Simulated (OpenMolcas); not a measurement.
**Nb³⁺ among point charges: CASSCF and CASPT2 levels and susceptibility**

How does a field of 5 point charges split the states of Nb³⁺, and what χT follows?

The numbers are computed with OpenMolcas 26.06 (state-averaged CASSCF and CASPT2, spin-orbit coupling by RASSI with atomic mean-field integrals), except any that are marked as measured or tabulated.

### Step 1. The atom as given

| Property | Result |
| --- | --- |
| Species | Nb³⁺ (niobium, Z = 41, 38 electrons) |
| Basis | ANO-RCC-VDZP [6s5p3d1f], 43 functions |
| Scalar Hamiltonian | DKH2, point nucleus |
| Inactive shells | 1s 2s 2p 3s 3p 3d 4s 4p |
| Active space | 2 electrons in 5 orbitals (4d) |
| Some configurations of this space | 4d2 |
| Orbitals | optimised for each spin and parity, averaged over all roots |

Outer shells as boxes (Hund's rule):

4d2
```
4d [↑ ][↑ ][  ][  ][  ]
```

The ion sits among 5 point charges of -1 e arranged as a trigonal bipyramid (D3h), 2 Å from the ion, with the axial distance 2.100 Å.

Each step is its own input file, run in one work folder so that later steps find the files of earlier ones. Labels, J, g values, rates, χT and fits are worked out afterwards by a script from the matrices that RASSI stores.

### Step 2. Basis and integrals

Contents of a.inp:

```
&GATEWAY
Coord
1

Nb 0.0 0.0 0.0
Basis=ANO-RCC-VDZP
Group=NoSym
NoMove
AngMom=0.0 0.0 0.0
AMFI
XField
5 Angstrom 0
2.000000 0.000000 0.000000 -1.000000
-1.000000 1.732051 0.000000 -1.000000
-1.000000 -1.732051 0.000000 -1.000000
0.000000 0.000000 2.100000 -1.000000
0.000000 0.000000 -2.100000 -1.000000
&SEWARD
```

Started as:

```bash
OMP_NUM_THREADS=1 MOLCAS_MEM=1689 MOLCAS_PROJECT=a pymolcas a.inp > a.log
```

### Step 3. CASSCF: triplets, 10 roots

Contents of a.inp:

```
&RASSCF
FileOrb=start.orb
Symmetry=1
Spin=3
nActEl=2 0 0
Inactive=18
Ras2=5
CIRoot=10 10 1
SDav=10
CIMx=300
Iter=120 100
PrWF=0.3
OrbListing=Nothing
MaxOrb=0
>>> COPY $Project.JobIph JOB001
```

start.orb holds the contracted functions of the basis, ordered by shell, or the orbitals of the step before.

### Step 4. Reference wave functions, singlets, 15 roots

Contents of a.inp:

```
&RASSCF
FileOrb=start.orb
Symmetry=1
Spin=1
nActEl=2 0 0
Inactive=18
Ras2=5
CIRoot=15 15 1
SDav=15
CIMx=300
Iter=120 100
PrWF=0.3
OrbListing=Nothing
MaxOrb=0
>>> COPY $Project.JobIph JOB002
```

### Step 5. RASSI: spin-orbit coupling between the states

Contents of a.inp:

```
&RASSI
NrOfJobIphs=2 10 15
1 2 3 4 5 6 7 8 9 10
1 2 3 4 5 6 7 8 9 10 11 12 13 14 15
IphNames
JOB001
JOB002
EJob
SpinOrbit
DIPRint=1.0
SOCoupling=1000.0
Subsets=2
Property=9
'ANGMOM' 1 'ANGMOM' 2 'ANGMOM' 3 'MLTPL  1' 1 'MLTPL  1' 2 'MLTPL  1' 3
'AMFI' 1 'AMFI' 2 'AMFI' 3
SOProperty=3
'ANGMOM' 1 'ANGMOM' 2 'ANGMOM' 3
```

### Step 6. CASPT2: IPEA 0.25, imaginary shift 0.1 (closed shells correlated: 4s 4p)

Contents of a.inp:

```
>>> COPY JOB001 $Project.JobIph
&CASPT2
Multistate=10 1 2 3 4 5 6 7 8 9 10
NoMult
Frozen=14
IPEA=0.25
Imaginary=0.1
MaxIter=60
WThr=0.0 0.3 0.05
PrWF=0.5
NoMix
>>> COPY JOB002 $Project.JobIph
&CASPT2
Multistate=15 1 2 3 4 5 6 7 8 9 10 11 12 13 14 15
NoMult
Frozen=14
IPEA=0.25
Imaginary=0.1
MaxIter=60
WThr=0.0 0.3 0.05
PrWF=0.5
NoMix
```

(Steps that only read results are left out.)

What does the calculation give? Wanted: spin-free ground state; first state of the same spin within the active space; lowest level; next level.

As calculated:

```
                                            quantity                                                                        value
                                              method  SS-CASPT2, IPEA 0.25, imaginary shift 0.1 (closed shells correlated: 4s 4p)
                              spin-free ground state                                              3A2, 1-fold in its orbital part
first state of the same spin within the active space                                                              3A2 at 873 cm⁻¹
                                        lowest level                                                                    1-fold A1
                                          next level                                                                   250.4 cm⁻¹
                                         χT at 300 K                                                               0.38 cm³ K/mol
                           effective moment at 300 K                                                                      1.75 μB
```

Cost by method:

```csv
method,time of its own steps,time with the reference
A. CASSCF,5.9 s,5.9 s
"B. SS-CASPT2, IPEA 0.25, imaginary shift 0.1, +4s 4p",2.6 s,8.5 s
```

Times are of one thread on a shared host.

**Reading.** The spin-free ground state (3A2) comes to 99 % from free-ion F terms and keeps the highest spin of the shell. χT at 300 K is 0.38, against 1.00 cm³ K/mol for the spin alone, so spin-orbit coupling lowers it. CASPT2 does not keep the components of a term degenerate, and the means are used. The field of point charges can differ much from that of real complexes. This is an electrostatic model: the charges have no orbitals.
